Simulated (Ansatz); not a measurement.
# CH7BSSi: how energies converge with the basis set

One table from this session's results is given with a row withheld; the runs are named, their logs left out.

Method: one geometry, several basis sets; program: Ansatz 0.2.0, Gaussian basis.

Levels to be run: PBE0-D4/def2-SVP; ωB97M-V/def2-SVP; PBE0-D4/def2-QZVPP; ωB97M-V/def2-QZVPP; the functionals' def2-TZVPP values are taken from earlier runs.

### Structure used throughout

The geometry comes from an earlier relaxation with PBE0-D4 in a triple-zeta def2 set; it is a stationary point, not always the lowest conformer.

11 atoms, charge 0, spin multiplicity 1.

Atoms are counted from 1 here; the program's logs count them from 0.

Bond lengths: B1–Si2 1.963 Å, B1–S3 2.004 Å, B1–H5 1.197 Å, B1–H6 1.196 Å, Si2–S3 2.235 Å, Si2–H7 1.484 Å, Si2–H8 1.486 Å, S3–C4 1.808 Å, C4–H9 1.090 Å, C4–H10 1.089 Å, C4–H11 1.089 Å. Angles: Si2–B1–S3 68.6°, Si2–B1–H5 115.0°, Si2–B1–H6 120.0°, S3–B1–H5 108.2°, S3–B1–H6 110.5°, H5–B1–H6 120.8°, B1–Si2–S3 56.6°, B1–Si2–H7 124.5°, B1–Si2–H8 125.7°, S3–Si2–H7 107.4°, S3–Si2–H8 105.2°, H7–Si2–H8 109.6°, B1–S3–Si2 54.9°, B1–S3–C4 102.7°, Si2–S3–C4 101.0°, S3–C4–H9 107.7°, S3–C4–H10 109.2°, S3–C4–H11 110.2° and more.

The first run:

Input file in.yaml:

```yaml
crystal:
  periodic: [false, false, false]
  atoms:
    - {symbol: B, position_ang: [-0.805066, 1.305454, 0.078181]}
    - {symbol: Si, position_ang: [0.472996, 0.792116, -1.320624]}
    - {symbol: S, position_ang: [0.738447, 0.278032, 0.837789]}
    - {symbol: C, position_ang: [0.109692, -1.416939, 0.869902]}
    - {symbol: H, position_ang: [-0.718892, 2.439306, 0.451940]}
    - {symbol: H, position_ang: [-1.822585, 0.691359, 0.212202]}
    - {symbol: H, position_ang: [1.642891, 1.608976, -1.730219]}
    - {symbol: H, position_ang: [0.498179, -0.509415, -2.037805]}
    - {symbol: H, position_ang: [-0.369977, -1.574651, 1.835470]}
    - {symbol: H, position_ang: [0.941304, -2.109433, 0.747686]}
    - {symbol: H, position_ang: [-0.621589, -1.561806, 0.076178]}
basis:
  gaussian: {orbitals: def2-SVP}
hamiltonian: {xc: pbe0, dispersion: d4}
output: {orbitals: {seedname: orbitals}}
```

Command:

```bash
> ansatz run in.yaml --threads 2 --pin off --events-out ev --progress --plain --max-ram 4352MiB
```

Steps of the session up to this table: PBE0-D4 in def2-SVP; ωB97M-V in def2-SVP; PBE0-D4 in def2-QZVPP; ωB97M-V in def2-QZVPP.

One table of the session follows, with a row left open; its other results are not shown here.

It belongs to the step «Functionals by basis». 

```
functional       basis  HOMO (eV)
   PBE0-D4    def2-SVP          ?
   PBE0-D4  def2-TZVPP      -6.98
   PBE0-D4  def2-QZVPP      -6.98
   ωB97M-V    def2-SVP      -9.01
   ωB97M-V  def2-TZVPP      -9.03
   ωB97M-V  def2-QZVPP      -9.03
```

Q: Estimate the row for PBE0-D4, def2-SVP from the others.

The run gave: HOMO (eV): -6.99. In the column «HOMO (eV)» it lies between ωB97M-V, def2-SVP (-9.01) and PBE0-D4, def2-TZVPP (-6.98).
